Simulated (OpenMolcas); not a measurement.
**HBr (hydrogen bromide): HF/ANO-RCC-VDZ (DKH8)**

What is the energy change on altering one bond length of HBr (hydrogen bromide) at HF/ANO-RCC-VDZ (DKH8)? 

Program for the calculation: OpenMolcas 26.06.

## (1) The structure to begin with

HBr has 2 atoms, charge 0, and is taken as a singlet. As SMILES, `Br`. The shape is that of a GFN2-xTB optimisation.

Bond lengths: Br1–H2 1.401 Å.

## (2) Energy and gradient at HF/ANO-RCC-VDZ (DKH8)

job.input reads:

```
* BrH Hartree-Fock

&gateway
  coord
  2
  angstrom
  Br      -0.594900       0.214950      -0.300840
  H        0.594900      -0.214950       0.300840
  basis=ANO-RCC-VDZ
  group=NoSym

&seward
  relativistic=R08O02
  expert

&scf
  prorbitals=1 1

&alaska
```

Started as:

```
export MOLCAS_MEM=1860
pymolcas job.input > job.log
```

What it wrote:

```text
--- Start Module: gateway ---
[...]
--- Stop Module: gateway /rc=_RC_ALL_IS_WELL_ ---
[...]
 ###    WARNING:  EXPERT option is ON!                                       ###
 ###############################################################################
               SEWARD will generate:
[...]
      Basis functions           24
[...]
--- Start Module: scf ---
[...]
       Convergence after   8 Iterations
[...]
::    Total SCF energy                              -2605.0773761456
[...]
      Total spin, S                                     0.0000000000
[...]
      Total electronic charge=   36.000000
      Total            charge=   -0.000000
[...]
      Dipole Moment (debye):
      Origin of the operator (angstrom)=   -0.5799    0.2095   -0.2933
                   X=  1.2790E+00               Y= -4.6211E-01               Z=  6.4676E-01           Total=  1.5058E+00
      Quadrupole Moment (debye*angstrom):
[...]
--- Stop Module: scf /rc=_RC_ALL_IS_WELL_ ---
--- Start Module: alaska ---
[...]
 *              Molecular gradients               *
 **************************************************
  Irreducible representation: a
 ------------------------------------------------------------------------------------------
                              X                       Y                       Z
 ------------------------------------------------------------------------------------------
  BR1               1.56582936102820E-02   -5.65767391428507E-03    7.91837460051514E-03
  H2               -1.56582936102820E-02    5.65767391428418E-03   -7.91837460051514E-03
 ------------------------------------------------------------------------------------------
--- Stop Module: alaska /rc=_RC_ALL_IS_WELL_ ---
[...]
```

Run time: 3.9 s. Hardware: 1 thread of Intel Xeon Platinum 8488C (Sapphire Rapids), shared host; peak memory 0.41 GiB.

## (3) The distorted shape at the same level

job.input reads:

```
>>> EXPORT MOLCAS_PRINT=2

&GATEWAY
 Coord
 2
 angstrom
 Br      -1.784739       0.644864      -0.902540
 H        0.594900      -0.214950       0.300840
 Basis=ANO-RCC-VDZ
 Group=NoSym

&SEWARD
 Relativistic=R08O02
 Expert

&SCF
 PrOrbitals=1 1

&ALASKA
```

Started as:

```
export MOLCAS_MEM=1860
pymolcas job.input > job.log
```

What it wrote:

```text
--- Start Module: gateway ---
[...]
--- Stop Module: gateway /rc=_RC_ALL_IS_WELL_ ---
[...]
 ###    WARNING:  EXPERT option is ON!                                       ###
 ###############################################################################
               SEWARD will generate:
[...]
      Basis functions           24
[...]
--- Start Module: scf ---
[...]
       Convergence after   9 Iterations
[...]
::    Total SCF energy                              -2604.9049913139
[...]
      Total spin, S                                     0.0000000000
[...]
      Total electronic charge=   36.000000
      Total            charge=   -0.000000
[...]
      Dipole Moment (debye):
      Origin of the operator (angstrom)=   -1.7547    0.6340   -0.8874
                   X=  1.8510E+00               Y= -6.6879E-01               Z=  9.3603E-01           Total=  2.1793E+00
      Quadrupole Moment (debye*angstrom):
[...]
--- Stop Module: scf /rc=_RC_ALL_IS_WELL_ ---
--- Start Module: alaska ---
[...]
 *              Molecular gradients               *
 **************************************************
  Irreducible representation: a
 ------------------------------------------------------------------------------------------
                              X                       Y                       Z
 ------------------------------------------------------------------------------------------
  BR1              -4.50600247935160E-02    1.62811418697399E-02   -2.27867893558138E-02
  H2                4.50600247935151E-02   -1.62811418697399E-02    2.27867893558136E-02
 ------------------------------------------------------------------------------------------
--- Stop Module: alaska /rc=_RC_ALL_IS_WELL_ ---
[...]
```

Run time: 3.6 s. Hardware: 1 thread of Intel Xeon Platinum 8488C (Sapphire Rapids), shared host; peak memory 0.41 GiB.

## (4) Results

At HF/ANO-RCC-VDZ (DKH8):

| quantity | value |
| --- | --- |
| first shape: total energy | -2605.07738 Eh |
| first shape: dipole moment | 1.51 D |
| first shape: HOMO energy | -11.91 eV |
| first shape: LUMO energy | 1.93 eV |
| first shape: HOMO–LUMO gap | 13.84 eV |
| first shape: largest force on an atom | 0.948 eV/Å |
| distorted shape: total energy | -2604.90499 Eh |
| distorted shape: dipole moment | 2.18 D |
| distorted shape: HOMO energy | -10.89 eV |
| distorted shape: LUMO energy | -3.56 eV |
| distorted shape: HOMO–LUMO gap | 7.33 eV |
| distorted shape: largest force on an atom | 2.728 eV/Å |
| energy change with the Br1–H2 bond stretched from 1.401 to 2.802 Å | 4.691 eV |

What this shows: One bond (distorted shape) is far stretched, which a spin-restricted single reference describes badly; a broken-symmetry solution may lie lower. With the Br1–H2 bond stretched from 1.401 to 2.802 Å the energy rises by 4.69 eV (108 kcal/mol). The first shape isn't relaxed at this level, so the change isn't measured from a minimum. A restricted reference can't describe the breaking bond well at this length. The largest force (first shape) is 0.95 eV/Å: the shape isn't a stationary point for this species at this level.
